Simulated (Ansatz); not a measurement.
# GaH3O2: the cost of one run

Method: RKS PBE/def2-SVP, in Ansatz 0.2.0.

### 1 Starting point

Bond lengths: Ga1–O2 1.790 Å, O2–H3 1.010 Å, Ga1–O4 1.790 Å, O4–H5 1.010 Å, Ga1–H6 1.570 Å. Angles: Ga1–O2–H3 109.5°, O2–Ga1–O4 120.0°, O2–Ga1–H6 120.0°, O4–Ga1–H6 120.0°, Ga1–O4–H5 109.5°.

Coordinates:

```xyz
6

Ga    0.0000    0.0000    0.0000
O     0.0000    0.0000    1.7900
H    -0.9095   -0.2814    2.1271
O     1.5501    0.0000   -0.8950
H     1.8500   -0.9519   -1.0499
H    -1.3596    0.0000   -0.7850
```

### 2 Preparing the start

input.yaml

```yaml
crystal:
  periodic: [false, false, false]
  atoms:
    - { symbol: Ga, position_ang: [0.0, 0.0, 0.0] }
    - { symbol: O, position_ang: [0.0, 0.0, 1.79] }
    - { symbol: H, position_ang: [-0.9095, -0.2814, 2.1271] }
    - { symbol: O, position_ang: [1.5501, 0.0, -0.895] }
    - { symbol: H, position_ang: [1.85, -0.9519, -1.0499] }
    - { symbol: H, position_ang: [-1.3596, 0.0, -0.785] }
basis:
  gaussian: { orbitals: def2-SVP }
hamiltonian:
  xc: pbe
relax:
  f_tol: 0.02
  max_steps: 40
```

The run is started by

```bash
ansatz run input.yaml --threads 1 --pin off --max-ram 2048MiB --backend cpu --events-out ev --progress --plain --runs-dir out
```

What time and memory should one allow on 1 thread of Arm Neoverse V1, shared host?

About 14 s, with a peak of 0.13 GiB.
